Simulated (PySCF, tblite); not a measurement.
# C₃H₆F₂Si₃: geometry, infrared bands and NMR shifts

Wanted: the infrared bands and NMR shifts of C₃H₆F₂Si₃ (`C#C[C@]1(F)[SiH2][Si@H](F)[SiH2]1`), by calculation.

Programs: tblite 0.8.0 and PySCF 2.14.0, with density-fitted response routines of our own. Each step states its level of theory. These are calculated values for one molecule in the gas phase, unless marked as measured. Atoms count from 0, in the outputs and in this text.

### Step 1. Starting geometry

14 atoms, charge 0, multiplicity 1; geometry from: force field or distance geometry start.

Bonds of the start (Å): C0–C1 1.22, C1–C2 1.43, C2–F3 1.37, C2–Si4 1.93, Si4–Si5 2.28, Si5–F6 1.59, Si5–Si7 2.27, Si7–C2 1.92, C0–H8 1.06, Si4–H9 1.49, Si4–H10 1.48, Si5–H11 1.49, Si7–H12 1.49, Si7–H13 1.50.

### Step 2. Optimising the geometry with GFN2-xTB

The job: settings as JSON, then the geometry in Å.

```
{"job": {"kind": "relax", "xc": "GFN2-xTB", "basis": "xTB"}, "charge": 0, "multiplicity": 1}
C      2.954000    -0.965700    -0.622300
C      1.920900    -0.340600    -0.479400
C      0.721800     0.411700    -0.291200
F      0.913000     1.717200    -0.643000
Si    -0.092300     0.222600     1.451900
Si    -2.102800     0.619700     0.449200
F     -3.294700    -0.287900     0.984700
Si    -0.819700    -0.342200    -1.161100
H      3.858200    -1.508000    -0.757300
H      0.024000    -1.152800     2.015300
H      0.329200     1.254500     2.432600
H     -2.486200     2.042800     0.249700
H     -1.074500     0.168000    -2.534100
H     -0.851600    -1.839800    -1.132000
```

On the command line:

```console
$ OMP_NUM_THREADS=1 python probes_run.py task.json out
```

This one command runs all jobs of the session in turn.

**Question.** This job is followed by: GFN2-xTB harmonic vibrations, gas phase; GIAO PBE0/pcSseg-1 NMR shielding, non-relativistic, gas phase. What will the session give for the following? strongest single infrared mode (GFN2-xTB); zero-point energy (GFN2-xTB); 13C shifts against TMS (PBE0/pcSseg-1); 1H shifts against TMS (PBE0/pcSseg-1, means over atoms taken as alike); 19F shifts against CFCl3 (PBE0/pcSseg-1); 29Si shifts against TMS (PBE0/pcSseg-1, means over atoms taken as alike); surface potential, 1st and 99th percentile.

As calculated:

| quantity | value |
| --- | --- |
| strongest single infrared mode (GFN2-xTB) | 657 cm⁻¹, 581 km/mol |
| zero-point energy (GFN2-xTB) | 43.7 kcal/mol |
| 13C shifts against TMS (PBE0/pcSseg-1) | 95.3, 90.1, 87.9 ppm |
| 1H shifts against TMS (PBE0/pcSseg-1, means over atoms taken as alike) | 6.71, 5.01, 4.89, 3.28 ppm |
| 19F shifts against CFCl3 (PBE0/pcSseg-1) | -225.0, -232.2 ppm |
| 29Si shifts against TMS (PBE0/pcSseg-1, means over atoms taken as alike) | 50.0, -32.9 ppm |
| surface potential, 1st and 99th percentile | -1.08 V and 1.65 V |

In words: Over 83 steps the energy fell by 0.654 eV; of the close pairs, Si5–Si7 changed most, 2.273 to 2.342 Å. No mode is imaginary among the 36: a minimum at this level. The strongest single mode, at 657 cm⁻¹, has its largest shares on H11, H12, H9 and H10 (the list is cut at 4 atoms). Unscaled tight-binding wavenumbers are off by several per cent, some by more. Its intensities can rank the bands wrongly. At PBE0/pcSseg-1: Shielding is most anisotropic at C1 (span 315 ppm, paramagnetic term -153 ppm). By nearest atom (PBE0/pcSseg-1), the HOMO sits on C0 30 %; C1, C2 about 16 % each and the LUMO on Si5 23 %; Si4, Si7 about 10 % each.
